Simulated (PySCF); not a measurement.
# [PdO3]-: quartet, from a side-on plus terminal start

The task is one start of a wider search on [PdO3]-: the quartet, from a side-on plus terminal start. It is relaxed, tested by its Hessian and followed downhill if it is a saddle.

Method: PBE0, basis Pd def2-SVPD with ECP28, O def2-SVPD, scalar-relativistic core potentials, no spin–orbit coupling, density fitting; program: PySCF 2.14.0.

**1. The system as given**

4 atoms, charge -1, spin multiplicity 4.

Bond lengths: Pd1–O2 1.885 Å, Pd1–O3 1.885 Å, Pd1–O4 1.753 Å, O2–O3 1.440 Å. Angles: O2–Pd1–O3 44.9°, O2–Pd1–O4 157.5°, O3–Pd1–O4 157.5°, Pd1–O2–O3 67.5°, Pd1–O3–O2 67.5°.

Coordinates in bohr (charge -1 multiplicity 4):
```
Pd    0.0000    0.0000    0.0000
O     1.3606    0.0000    3.2919
O    -1.3606    0.0000    3.2919
O     0.0000    0.0000   -3.3127
```

**2. First SCF at the start**

One driver script runs all steps and calls PySCF; scf.py shows how it sets up the SCF of each step. The optimiser is the driver's own. After this first run the driver tries any further starts and a stability analysis.

The input, scf.py:

```python
from pyscf import gto, scf, dft
mol = gto.M(atom='''
Pd     0.000000     0.000000     0.000000
O      0.720000     0.000000     1.742000
O     -0.720000     0.000000     1.742000
O      0.000000     0.000000    -1.753000''',
    basis={'Pd': 'def2-SVPD', 'O': 'def2-SVPD'},
    ecp={'Pd': 'def2-SVPD'},
    charge=-1, spin=3)
mf = dft.UKS(mol, xc='PBE0')
mf.grids.atom_grid = (50, 194)
aux = {'Pd': 'def2-universal-JKFIT', 'O': 'def2-universal-JKFIT'}
mf = mf.density_fit(auxbasis=aux)
mf.conv_tol = 1e-08
mf.diis_space = 10
mf.max_cycle = 60
mf.init_guess = 'minao'
mf.verbose = 4
mf.kernel()
```

Run with:

```
$ OMP_NUM_THREADS=2 python axn.py task.json out
```

The runs that follow: Relaxing the quartet from the side-on plus terminal start; Is it a minimum? Harmonic modes.

What does the calculation give? Wanted: minimum; geometry; wavenumbers; dipole moment; highest occupied, lowest empty level; polar-tensor charge of Pd1; zero-point energy; ⟨S²⟩.

As calculated:

```
                                          quantity                                                                                              value
                                           minimum                                                                                       quartet, C2v
                                          geometry  O–O 1.299 Å, Pd–O 1.832 Å, Pd–O 2.202 Å (×2); O–O–Pd 72.8° (×2), O–Pd–O 34.3°, O–Pd–O 162.8° (×2)
                                wavenumbers (cm⁻¹)                                         72 (b2), 135 (b1), 151 (b2), 329 (a1), 624 (a1), 1253 (a1)
                    dipole moment (centre of mass)                                                                                             1.68 D
highest occupied, lowest empty level (either spin)                                                                                     -0.87, 2.20 eV
                        polar-tensor charge of Pd1                                                                                            +0.13 e
                                 zero-point energy                                                                                        15.3 kJ/mol
                               entropy at 298.15 K                                                                                    327.9 J/(mol K)
                                              ⟨S²⟩                                                                                              3.783
```

What this shows: The molecule stays C2v, as typed, and the end point is a minimum. In the infrared the band at 1253 cm⁻¹ (a1) leads. Only this shape and spin were tried, so other structures or states may lie lower. One determinant may miss the lowest occupation of an open d or f shell.
